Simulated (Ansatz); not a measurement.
# Hf (hcp type): the cost of one run

Method: DFT PBE, with the methods named in each step, in Ansatz 0.2.0.

### 1 Starting point

The structure is hexagonal, space group P6_3/mmc (No. 194). The conventional cell has a = 3.180 Å, b = 3.180 Å, c = 5.152 Å, α = 90.00°, β = 90.00°, γ = 120.00°. Hf (site symmetry -6m2) is surrounded by 12 Hf at 3.16 to 3.18 Å.

As a file:

```cif
data_structure
_symmetry_space_group_name_H-M 'P 1'
_symmetry_Int_Tables_number 1
_cell_length_a 3.1801
_cell_length_b 3.1801
_cell_length_c 5.1518
_cell_angle_alpha 90.000
_cell_angle_beta 90.000
_cell_angle_gamma 120.000
_cell_volume 45.12
loop_
_atom_site_label
_atom_site_type_symbol
_atom_site_fract_x
_atom_site_fract_y
_atom_site_fract_z
_atom_site_occupancy
Hf1 Hf 0.33333 0.66667 0.25000 1
Hf2 Hf 0.66667 0.33333 0.75000 1
```

Whether this phase is the stable one at these pressures isn't tested.

Atoms are numbered in the order of the input: Hf1, Hf2.

### 2 Cell relaxed at zero pressure, PAW

File input.yaml:

```yaml
crystal:
  lattice:
    - [3.1801497063, 0.0, 0.0]
    - [-1.5900748532, 2.7540904335, 0.0]
    - [0.0, 0.0, 5.1518425242]
  atoms:
    - { symbol: Hf, position: [0.3333333333, 0.6666666667, 0.25] }
    - { symbol: Hf, position: [0.6666666667, 0.3333333333, 0.75] }
kpoints:
  mp_grid: { grid: [14, 14, 8] }
scf:
  occupations: { method: fermi_dirac, width: 0.05 }
hamiltonian:
  xc: pbe
  pseudopotentials: { kind: paw }
output:
  forces: true
  stress: true
relax:
  f_tol: 0.005
  max_steps: 40
  cell: {}
```

The run is started by

```sh
$ ansatz run input.yaml --threads 1 --pin off --max-ram 2048MiB --backend cpu --events-out ev --progress --plain --runs-dir out
```

What time and memory should one allow on 1 thread of Intel Xeon Platinum 8488C (Sapphire Rapids), shared host?

About 21 s, with a peak of 0.47 GiB.
